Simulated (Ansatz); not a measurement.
# C4H12OSi: the cost of one run

Method: RKS PBE0-D4/def2-TZVP; program: Ansatz 0.2.0, Gaussian basis.

Levels to be run: a single point at PBE0-D4/def2-TZVP.

2 further runs of the same task are left out: 2 set aside as unsound or not needed.

## (1) The geometry

The singlet was relaxed beforehand with PBE-D4/def2-SVP.

18 atoms, charge 0, spin multiplicity 1.

Atoms are counted from 1 here; the program's logs count them from 0.

Bond lengths: C1–Si6 1.875 Å, C1–H9 1.109 Å, C1–H10 1.109 Å, C1–H11 1.109 Å, C2–C3 1.525 Å, C2–C4 1.530 Å, C2–O5 1.431 Å, C2–H12 1.119 Å, C3–H13 1.109 Å, C3–H14 1.109 Å, C3–H15 1.108 Å, C4–H16 1.109 Å, C4–H17 1.110 Å, C4–H18 1.109 Å, O5–Si6 1.684 Å, Si6–H7 1.512 Å, Si6–H8 1.513 Å. Angles: Si6–C1–H9 110.5°, Si6–C1–H10 110.8°, Si6–C1–H11 110.5°, H9–C1–H10 108.2°, H9–C1–H11 108.1°, H10–C1–H11 108.5°, C3–C2–C4 112.6°, C3–C2–O5 107.4°, C3–C2–H12 108.5°, C4–C2–O5 110.7°, C4–C2–H12 108.5°, O5–C2–H12 109.1°, C2–C3–H13 110.0°, C2–C3–H14 111.1°, C2–C3–H15 110.4°, H13–C3–H14 108.5°, H13–C3–H15 108.0°, H14–C3–H15 108.6° and more.

Geometry (Å):

```xyz
18
charge 0, multiplicity 1
C    -0.8100    2.9802   -0.1079
C     0.3675   -1.0907   -0.2441
C    -0.3948   -1.9604   -1.2389
C     0.4749   -1.7368    1.1383
O    -0.3138    0.1653   -0.1644
Si    0.3859    1.6094    0.3467
H     0.6325    1.6160    1.8379
H     1.7232    1.7857   -0.3387
H    -1.7886    2.8235    0.3897
H    -0.9786    3.0093   -1.2032
H    -0.4132    3.9653    0.2128
H     1.4012   -0.9227   -0.6388
H    -1.4291   -2.1343   -0.8774
H     0.1016   -2.9426   -1.3725
H    -0.4558   -1.4582   -2.2244
H     1.0429   -1.0940    1.8410
H    -0.5371   -1.8986    1.5635
H     0.9914   -2.7164    1.0804
```

Bonds by kind at the end (by distance):

| bond | count | shortest (Å) | longest (Å) |
| --- | --- | --- | --- |
| C–C | 2 | 1.525 | 1.530 |
| C–O | 1 | 1.431 | 1.431 |
| O–Si | 1 | 1.684 | 1.684 |
| C–Si | 1 | 1.875 | 1.875 |
| C–H | 10 | 1.108 | 1.119 |
| H–Si | 2 | 1.512 | 1.513 |

## (2) Single point, PBE0-D4/def2-TZVP

start.molden holds the orbitals of an earlier run on this state, given as this run's starting guess.

Contents of in.yaml:

```yaml
crystal:
  periodic: [false, false, false]
  atoms:
    - {symbol: C, position_ang: [-0.809996, 2.980217, -0.107900]}
    - {symbol: C, position_ang: [0.367463, -1.090725, -0.244057]}
    - {symbol: C, position_ang: [-0.394764, -1.960429, -1.238917]}
    - {symbol: C, position_ang: [0.474880, -1.736810, 1.138256]}
    - {symbol: O, position_ang: [-0.313794, 0.165313, -0.164355]}
    - {symbol: Si, position_ang: [0.385933, 1.609374, 0.346660]}
    - {symbol: H, position_ang: [0.632492, 1.616005, 1.837945]}
    - {symbol: H, position_ang: [1.723153, 1.785699, -0.338661]}
    - {symbol: H, position_ang: [-1.788620, 2.823520, 0.389728]}
    - {symbol: H, position_ang: [-0.978552, 3.009332, -1.203250]}
    - {symbol: H, position_ang: [-0.413243, 3.965265, 0.212792]}
    - {symbol: H, position_ang: [1.401229, -0.922702, -0.638777]}
    - {symbol: H, position_ang: [-1.429148, -2.134312, -0.877410]}
    - {symbol: H, position_ang: [0.101576, -2.942564, -1.372513]}
    - {symbol: H, position_ang: [-0.455796, -1.458202, -2.224356]}
    - {symbol: H, position_ang: [1.042895, -1.093977, 1.840970]}
    - {symbol: H, position_ang: [-0.537086, -1.898556, 1.563458]}
    - {symbol: H, position_ang: [0.991387, -2.716436, 1.080398]}
basis:
  gaussian: {orbitals: def2-TZVP, initial_orbitals: start.molden}
hamiltonian: {xc: pbe0, dispersion: d4}
scf: {omitted_lower_state_checks: [starts]}
output: {orbitals: {seedname: orbitals}}
```

On the command line:

```sh
$ ansatz run in.yaml --threads 4 --pin off --events-out ev --progress --plain --max-ram 4787MiB
```

Q: Estimate wall time and peak memory on 4 threads of Arm Neoverse V2, shared host.

About 4.8 s, with a peak of 0.76 GiB.
